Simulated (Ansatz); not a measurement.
# Li (bcc type): how the settings move a single-point run

How sensitive is a single-point run of Li (bcc type) to its settings? A reference run comes first, then one run with altered input.

Method: reference: DFT, PBEsol, PAW with Ansatz's default frozen-core files, scalar-relativistic, in Ansatz 0.2.0.

### Step 1. The structure to begin with

Symmetry: Im-3m, No. 229, cubic system. The conventional cell has a = 3.132 Å, b = 3.132 Å, c = 3.132 Å, α = 90.00°, β = 90.00°, γ = 90.00°. Around Li (site symmetry m-3m) lie 8 Li at 2.71 Å.

Structure file:

```
CELL_PARAMETERS angstrom
-1.56592 1.56592 1.56592
1.56592 -1.56592 1.56592
1.56592 1.56592 -1.56592
ATOMIC_POSITIONS crystal
Li 0.00000 0.00000 0.00000
```

### Step 2. The reference run

input.yaml

```yaml
crystal:
  lattice:
    - [-1.5659214382, 1.5659214382, 1.5659214382]
    - [1.5659214382, -1.5659214382, 1.5659214382]
    - [1.5659214382, 1.5659214382, -1.5659214382]
  atoms:
    - { symbol: Li, position: [0.0, 0.0, 0.0] }
kpoints:
  mp_grid: { grid: [16, 16, 16] }
  band_path:
    path:
      - [0.0, 0.0, 0.0]
      - [0.5, -0.5, 0.5]
      - [0.0, 0.0, 0.5]
      - [0.0, 0.0, 0.0]
      - [0.25, 0.25, 0.25]
      - [0.5, -0.5, 0.5]
      - [0.25, 0.25, 0.25]
      - [0.0, 0.0, 0.5]
    npoints: 8
scf:
  occupations: { method: fermi_dirac, width: 0.08 }
hamiltonian:
  xc: pbesol
  pseudopotentials: { kind: paw }
output:
  forces: true
  stress: true
  eigenvalues: true
  populations: true
  dos: { projected: true, de: 0.2, e_range: [-14, 8] }
```

On the command line:

```
ansatz run input.yaml --threads 1 --pin off --max-ram 2048MiB --backend cpu --events-out ev --progress --plain --runs-dir out
```

### Step 3. Variant: ecutwfc 700 eV

Edit input.yaml of step 2 so:

```diff
@@ -30,2 +30,3 @@
   populations: true
-  dos: { projected: true, de: 0.2, e_range: [-14, 8] }
+basis:
+  ecutwfc: "700 eV"
```

**Question.** What will these runs give? Wanted: for each run, ending; energy change; pressure; gap; force.

**Answer**, as computed:

```tsv
run	ending	energy change	pressure (GPa)	gap (eV)	force (eV/Å)	cycles	time
reference	converged	0	6.0	0.00	0.00	6	2.4 s
1: ecutwfc 700 eV	converged	-0.3 meV/atom	6.0	0.00	0.00	6	3.7 s
```

Times don't compare one to one where runs were asked for different outputs or read a saved state (see the inputs); cycles may leave out searches for a lower state.

Residual by cycle in the longest SCF loop of each run; runs are numbered as in the table. The quantity is the density residual dr2, in eV.

```tsv
cycle	reference	run 1
1	2.0e-4	1.9e-4
2	3.1e-5	2.9e-5
3	4.2e-8	4.6e-8
4	9.2e-10	9.5e-10
5	1.9e-13	1.4e-13
6	6.9e-17	1.3e-16
```

**Reading.** Changing the cutoff leaves the energy as it was (-0.3 meV/atom).
